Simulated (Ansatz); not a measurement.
# GeHF (SMILES [F][GeH]): BHLYP/STO-3G

Aim: the electronic atomisation energy of GeHF at BHLYP/STO-3G, from 4 runs. 

The calculation is run with Ansatz 0.2.0.

60 further runs of the same task are left out: 17 that didn't finish, 43 set aside as unsound or not needed.

## Step 1: The system as given

GeHF has 3 atoms, charge 0, and is taken as a singlet. SMILES: `[F][GeH]`. The shape is that of a PBE0-D4/def2-TZVP optimisation.

Bond lengths: F1–Ge2 1.757 Å, Ge2–H3 1.609 Å. Angles: F1–Ge2–H3 94.2°.

## Step 2: A single-point energy at BHLYP/STO-3G

molecule.yaml reads:

```yaml
crystal:
  periodic: [false, false, false]
  atoms:
    - symbol: F
      position_ang: [0.672100, 1.012600, 0.469700]
    - symbol: Ge
      position_ang: [-0.657900, 0.195200, -0.335600]
    - symbol: H
      position_ang: [-0.025200, -1.272700, -0.147400]
basis:
  gaussian:
    orbitals: STO-3G
hamiltonian:
  xc: {name: BHLYP}
accuracy: high
```

The run is started by

```
$ ansatz run molecule.yaml --threads 1 --pin off --max-ram 2610MiB --events-out events.jsonl --progress --plain --runs-dir runs
```

Log:

```text
Warning: RAYON_NUM_THREADS=1 ignored (pool sized by the plan → 1); use --threads N
Functional definition: BHLYP
  name "BHLYP"
  parameter a = 0.5
  exchange = (1 - a)*b88_x + a*exact_x
  correlation = lyp_c
327 factors; integrals over basis functions are off by at most 4.5e-9 eV
mean field evaluation 1: about -58558.1721 eV, gradient 1.6e1 eV
mean field evaluation 2: about -58557.0244 eV, gradient 2.7e1 eV
mean field evaluation 4: about -58559.4758 eV, gradient 2.6e-1 eV
mean field evaluation 8: about -58559.4887 eV, gradient 8.2e-3 eV
mean field evaluation 16: about -58559.4887 eV, gradient 9.1e-7 eV
mean field -58559.48870099 eV, -2152.0215167142 hartree, gradient 7.5e-8 eV, S^2 0.000000; 0 other end points of the search recorded, 0 dependent functions left out
reference -58559.48871609 eV, -2152.0215172691 hartree; 21, 21 occupied and 3, 3 virtual orbitals, 327 factors
Total energy: -58559.48871609 eV, -2152.0215172691 hartree
```

It took 1 s on 1 thread of Arm Neoverse V1, shared host.

## Step 3: The F atom at the same level

job.yaml reads:

```yaml
crystal:
  periodic: [false, false, false]
  atoms:
    - symbol: F
      position_ang: [0.000000, 0.000000, 0.000000]
basis:
  gaussian:
    orbitals: STO-3G
magnetization:
  spin_polarized: true
  initial_magnetization: 1
hamiltonian:
  xc: {name: BHLYP}
accuracy: high
```

Run the same way, it converges to -98.27228 Eh (log not shown).

## Step 4: The Ge atom

molecule.yaml reads:

```yaml
crystal:
  periodic: [false, false, false]
  atoms:
    - {symbol: Ge, position_ang: [0.000000, 0.000000, 0.000000]}
basis:
  gaussian:
    orbitals: STO-3G
total_charge: 0
magnetization:
  spin_polarized: true
  initial_magnetization: 2
hamiltonian:
  xc: {name: BHLYP}
accuracy: high
```

Run the same way, it converges to -2052.94465 Eh (log not shown).

## Step 5: The H atom, same level

input.yaml reads:

```yaml
crystal:
  periodic: [false, false, false]
  atoms:
    - symbol: H
      position_ang: [0.000000, 0.000000, 0.000000]
basis:
  gaussian: {orbitals: STO-3G}
magnetization: {spin_polarized: true, initial_magnetization: 1}
hamiltonian: {xc: {name: BHLYP}}
accuracy: high
```

Run the same way, it converges to -0.46466 Eh (log not shown).

## Step 6: Summary of results

Level: BHLYP/STO-3G.

| quantity | value |
| --- | --- |
| molecule: total energy | -2152.02152 Eh |
| F atom: total energy | -98.27228 Eh |
| F atom: ⟨S²⟩ | 0.750 |
| Ge atom: total energy | -2052.94465 Eh |
| Ge atom: ⟨S²⟩ | 2.000 |
| H atom: total energy | -0.46466 Eh |
| H atom: ⟨S²⟩ | 0.750 |
| electronic atomisation energy | 9.250 eV |

What this shows: Taking the molecule apart into free atoms costs 9.25 eV (892 kJ/mol), before zero-point energy and without spin-orbit coupling. In a minimal basis such a difference can be off by several eV, whatever the method.
